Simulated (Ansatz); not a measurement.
# Sc3Al: properties at the relaxed cell

One table from this session's results is given with a row withheld; the runs are named, their logs left out.

Method: DFT PBEsol, scalar-relativistic, plane waves, PAW, in Ansatz 0.2.0.

1 further run of the same task is left out (set aside as unsound or not needed). Runs told in other sessions of the task aren't counted.

## The starting structure

It takes space group P6_3/mmc (No. 194, hexagonal). The conventional cell has a = 6.237 Å, b = 6.237 Å, c = 4.978 Å, α = 90.00°, β = 90.00°, γ = 120.00°. Around Sc (site symmetry mm2) lie 8 Sc at 3.02 to 3.22 Å and 4 Al at 3.04 to 3.12 Å. Around Al (site symmetry -6m2) lie 12 Sc at 3.04 to 3.12 Å.

As a file:

```cif
data_structure
_symmetry_space_group_name_H-M 'P6_3/mmc'
_symmetry_Int_Tables_number 194
_cell_length_a 6.2367
_cell_length_b 6.2367
_cell_length_c 4.9780
_cell_angle_alpha 90.000
_cell_angle_beta 90.000
_cell_angle_gamma 120.000
_cell_volume 167.69
loop_
_atom_site_label
_atom_site_type_symbol
_atom_site_symmetry_multiplicity
_atom_site_Wyckoff_symbol
_atom_site_fract_x
_atom_site_fract_y
_atom_site_fract_z
_atom_site_occupancy
Sc1 Sc 6 h 0.82812 0.17188 0.75000 1
Al1 Al 2 d 0.66667 0.33333 0.25000 1
```

It goes back to an entry of the Materials Project, which need not be the stable form.

This cell was relaxed beforehand with the same method: volume 20.96 Å³/atom, gap on the mesh none (metal).

The first run:

The input, input.yaml:

```yaml
crystal:
  lattice:
    - [6.173721681, 0.0, 0.0]
    - [-3.0868608405, 5.3465998116, 0.0]
    - [0.0, 0.0, 4.9277098141]
  atoms:
    - { symbol: Sc, position: [0.8281198142, 0.1718801858, 0.75] }
    - { symbol: Sc, position: [0.3437603715, 0.1718801858, 0.75] }
    - { symbol: Sc, position: [0.8281198142, 0.6562396285, 0.75] }
    - { symbol: Sc, position: [0.1718801858, 0.8281198142, 0.25] }
    - { symbol: Sc, position: [0.6562396285, 0.8281198142, 0.25] }
    - { symbol: Sc, position: [0.1718801858, 0.3437603715, 0.25] }
    - { symbol: Al, position: [0.6666666667, 0.3333333333, 0.25] }
    - { symbol: Al, position: [0.3333333333, 0.6666666667, 0.75] }
basis:
  ecutwfc: 420
kpoints:
  mp_grid: { grid: [6, 6, 8] }
hamiltonian:
  xc: pbesol
scf:
  occupations: { method: gaussian, width: 0.1 }
output:
  forces: true
  stress: true
  eigenvalues: true
relax:
  adjacent_minimum: "off"
  f_tol: 0.01
  max_steps: 30
  cell: { stress_tol: 0.1, fix: [volume] }
```

The run is started by

```bash
$ ansatz run input.yaml --threads 2 --pin off --max-ram 5120MiB --backend cpu --events-out ev --progress --plain --runs-dir out
```

Among the steps run: Volume × 0.97; Volume × 1.03; Volume × 0.94; Point at V/V0 = 1.06; The cell scaled to 0.91 of its volume; Volume × 1.10; Point at V/V0 = 0.88.

One table of the session follows, with a row left open; its other results are not shown here.

It belongs to the step «Fit of the equation of state». 

```
volume (Å³/atom)  energy above the lowest point (meV/atom)  pressure (GPa)
          18.446                                      76.9           10.87
          19.074                                      41.0            7.58
          19.703                                      17.2            4.70
          20.332                                         ?               ?
          20.961                                       0.0           -0.01
          21.590                                       4.1           -1.93
          22.218                                      15.2           -3.59
          23.057                                      39.4           -5.49
```

**Question.** Estimate the row for volume (Å³/atom) = 20.332.

Worked estimate for «energy above the lowest point (meV/atom)». A straight line through the neighbours (19.703, 17.2) and (20.961, 0.0) gives 17.2 + (0.0 − 17.2) × (20.332 − 19.703) / (20.961 − 19.703) = 8.6; a parabola fitted to 4 rows on both sides gives 4.0.

As computed: energy above the lowest point (meV/atom): 4.0; pressure (GPa): 2.19. In «energy above the lowest point (meV/atom)» the line misses by +4.6 and the parabola by 0.0.
